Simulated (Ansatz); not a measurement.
# SrOs3 (AuCu3 type): equation of state and elastic constants

Aim: the bulk modulus of SrOs3 (AuCu3 type) from energies at several volumes around the relaxed one, then the elastic tensor. The cell was built by placing the elements on the sites of a structure type; the runs don't test whether it is the stable form.

Program: Ansatz 0.2.0. Level of theory: DFT PBEsol, scalar-relativistic, plane waves, PAW. These are calculated values, not measurements.

## 1. The structure to begin with

Symmetry: Pm-3m, No. 221, cubic system. The conventional cell has a = 4.069 Å, b = 4.069 Å, c = 4.069 Å, α = 90.00°, β = 90.00°, γ = 90.00°. Sr (site symmetry m-3m) has 12 Os at 2.88 Å as nearest neighbours. Os (site symmetry 4/mmm) is surrounded by 4 Sr at 2.88 Å and 8 Os at 2.88 Å.

Structure file:

```cif
data_structure
_symmetry_space_group_name_H-M 'P 1'
_symmetry_Int_Tables_number 1
_cell_length_a 4.0685
_cell_length_b 4.0685
_cell_length_c 4.0685
_cell_angle_alpha 90.000
_cell_angle_beta 90.000
_cell_angle_gamma 90.000
_cell_volume 67.35
loop_
_atom_site_label
_atom_site_type_symbol
_atom_site_fract_x
_atom_site_fract_y
_atom_site_fract_z
_atom_site_occupancy
Sr1 Sr 0.00000 0.00000 0.00000 1
Os1 Os 0.00000 0.50000 0.50000 1
Os2 Os 0.50000 0.50000 0.00000 1
Os3 Os 0.50000 0.00000 0.50000 1
```

This cell comes from an earlier session at PBEsol: 16.837 Å³/atom at 0.01 GPa, on a 8×8×8 mesh.

Volume factors to run: 0.980, 1.020, 0.960, 1.040.

## 2. At 0.980 of the relaxed volume

Contents of input.yaml:

```yaml
crystal:
  lattice:
    - [4.0412229133, 0.0, 0.0]
    - [0.0, 4.0412229133, 0.0]
    - [0.0, 0.0, 4.0412229133]
  atoms:
    - { symbol: Sr, position: [0.0, 0.0, 0.0] }
    - { symbol: Os, position: [0.0, 0.5, 0.5] }
    - { symbol: Os, position: [0.5, 0.5, 0.0] }
    - { symbol: Os, position: [0.5, 0.0, 0.5] }
basis:
  ecutwfc: 420
  ecutrho_ratio: 4
kpoints:
  mp_grid: { grid: [8, 8, 8] }
hamiltonian:
  xc: pbesol
scf:
  occupations: { method: gaussian, width: 0.05 }
output:
  forces: true
  stress: true
  eigenvalues: true
```

Run with:

```sh
> ansatz run input.yaml --threads 4 --pin off --max-ram 4096MiB --backend cpu --events-out ev --progress --plain --runs-dir out
```

Further steps of the session: Volume × 1.020; Volume × 0.960; Scaling the volume by 1.040; Elastic constants, atoms relaxed.

Before running it: what results should come out? Wanted: V0; B0; B0′; scatter of the fit; C11, C12, C44; K, G, E; Poisson's ratio.

As calculated:

```
          quantity             value
                V0    16.837 Å³/atom
                B0           197 GPa
               B0′               4.6
scatter of the fit    0.001 meV/atom
     C11, C12, C44  266, 163, 34 GPa
    K, G, E (Hill)  197, 40, 113 GPa
   Poisson's ratio              0.40
```

A third-order Birch–Murnaghan fit puts the minimum at 16.84 Å³/atom with a bulk modulus of 197 GPa. One per cent of compression takes about 2.0 GPa. All eigenvalues of the tensor are positive, so the cell is mechanically stable. K/G = 4.89 lies over Pugh's 1.75, an empirical mark of ductile behaviour drawn from metals, and the universal anisotropy index of 0.21 is moderate. The bulk moduli from the tensor and from the fit agree within 1 %. These are values at 0 K without zero-point motion. Spin–orbit coupling is left out, though the cell holds Os; in elements this heavy it can shift levels and gaps by tenths of an eV.
